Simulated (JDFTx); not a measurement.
**ZrC: single point with PBEsol**

The system is ZrC.

```xyz
4
Lattice="3.3915 0.0000 0.0000 -1.6957 2.9371 0.0000 0.0000 0.0000 5.2901" Properties=species:S:1:pos:R:3 pbc="T T T"
Zr    1.6957    0.9790    3.9675
Zr    0.0000    1.9581    1.3225
C     0.0000    0.0000    2.6450
C     0.0000    0.0000    0.0000
```

The cell comes from a database or a generator and needn't be the stable form of this composition.

* Program: JDFTx 1.7.0 (patched build)
* Task: single point
* Functional: PBEsol
* Potentials or basis: PseudoDojo-SR-PBEsol-0.4.1-standard with smoothed tails
* Cutoff: 1116 eV
* Density cutoff: 8925 eV
* k mesh: 9 × 9 × 5
* Occupations: fermi-dirac, width 0.05 eV
* Spin: no spin polarisation
* Local potential set to -Z/r beyond: 6 bohr
* Bands: 23
* Density cutoff over wavefunction cutoff: 8
* Max SCF steps: 100
* SCF threshold on the energy: 1e-09 Ha
* Solver of the electrons: scf
* Further solve for the empty bands: yes

```
Pressure               : -7.6 GPa
Band gap on the k mesh : none (metal or under the smearing width)
Loewdin charges        : Zr +0.69; C -0.65 e
```

Stress tensor (GPa, compression positive):
```
-8.20  0.00  0.00
 0.00 -8.20  0.00
 0.00  0.00 -6.39
```

Levels at points of the mesh, in eV from the Fermi level:
| k point | band 14 | band 15 | band 16 | band 17 | band 18 | band 19 |
| --- | --- | --- | --- | --- | --- | --- |
| (0.00, 0.00, 0.00) | -1.08 | -1.08 | 0.93 | 1.23 | 1.23 | 1.63 |

Run time: 2.1 min on 1 thread of Intel(R) Xeon(R) 6975P-C (Granite Rapids) (shared host), peak memory 0.24 GiB.

Caveat: the empty levels aren't tightly converged.
